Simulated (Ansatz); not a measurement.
# GaCl₄−: basis-set convergence

The task here is to estimate one member of a computed series from the others.

Computed with Ansatz 0.2.0, Gaussian basis. Level: one geometry, several basis sets.

Levels to be run: PBE0-D4/def2-SVPD; ωB97M-V/def2-SVPD; PBE0-D4/def2-QZVPPD; ωB97M-V/def2-QZVPPD; the functionals' def2-TZVPPD values are taken from earlier runs.

### The relaxed structure

The geometry comes from an earlier relaxation with PBE0-D4 in a triple-zeta def2 set; it is a stationary point.

SMILES `[Cl][Ga-]([Cl])([Cl])[Cl]`, 5 atoms, charge -1, spin multiplicity 1.

Atoms are counted from 1 here; the program's logs count them from 0.

Bond lengths: Cl1–Ga2 2.200 Å, Ga2–Cl3 2.200 Å, Ga2–Cl4 2.200 Å, Ga2–Cl5 2.200 Å. Angles: Cl1–Ga2–Cl3 109.5°, Cl1–Ga2–Cl4 109.5°, Cl1–Ga2–Cl5 109.5°, Cl3–Ga2–Cl4 109.5°, Cl3–Ga2–Cl5 109.5°, Cl4–Ga2–Cl5 109.5°.

Geometry (Å):

```xyz
5
Cl4Ga
Cl   -1.0199   -0.0895    1.9471
Ga    0.0000    0.0000    0.0000
Cl    1.7030   -1.3925   -0.0004
Cl   -1.4089   -0.5642   -1.5925
Cl    0.7259    2.0462   -0.3542
```

Set-up of the first run:

Contents of in.yaml:

```yaml
crystal:
  periodic: [false, false, false]
  atoms:
    - {symbol: Cl, position_ang: [-1.019941, -0.089510, 1.947074]}
    - {symbol: Ga, position_ang: [0.000012, 0.000014, 0.000008]}
    - {symbol: Cl, position_ang: [1.703008, -1.392538, -0.000415]}
    - {symbol: Cl, position_ang: [-1.408939, -0.564210, -1.592455]}
    - {symbol: Cl, position_ang: [0.725851, 2.046245, -0.354212]}
basis:
  gaussian: {orbitals: def2-SVPD}
total_charge: -1
hamiltonian: {xc: pbe0, dispersion: d4}
output: {orbitals: {seedname: orbitals}}
```

Started as:

```bash
> ansatz run in.yaml --threads 2 --pin off --events-out ev --progress --plain --max-ram 32768MiB --backend cpu
```

Among the steps run: PBE0-D4 in def2-SVPD; ωB97M-V in def2-SVPD; PBE0-D4 in def2-QZVPPD; ωB97M-V in def2-QZVPPD.

One of the session's tables, all rows but one given; the rest of the session is left out.

It belongs to the step «Functionals by basis». 

```
functional        basis  HOMO (eV)  LUMO (eV)
   PBE0-D4    def2-SVPD      -4.63       2.89
   PBE0-D4  def2-TZVPPD          ?          ?
   PBE0-D4  def2-QZVPPD      -4.55       2.69
   ωB97M-V    def2-SVPD      -6.92       3.74
   ωB97M-V  def2-TZVPPD      -6.84       3.45
   ωB97M-V  def2-QZVPPD      -6.84       3.09
```

Estimate the missing values for PBE0-D4, def2-TZVPPD.

The run gave: HOMO (eV): -4.55; LUMO (eV): 2.85.
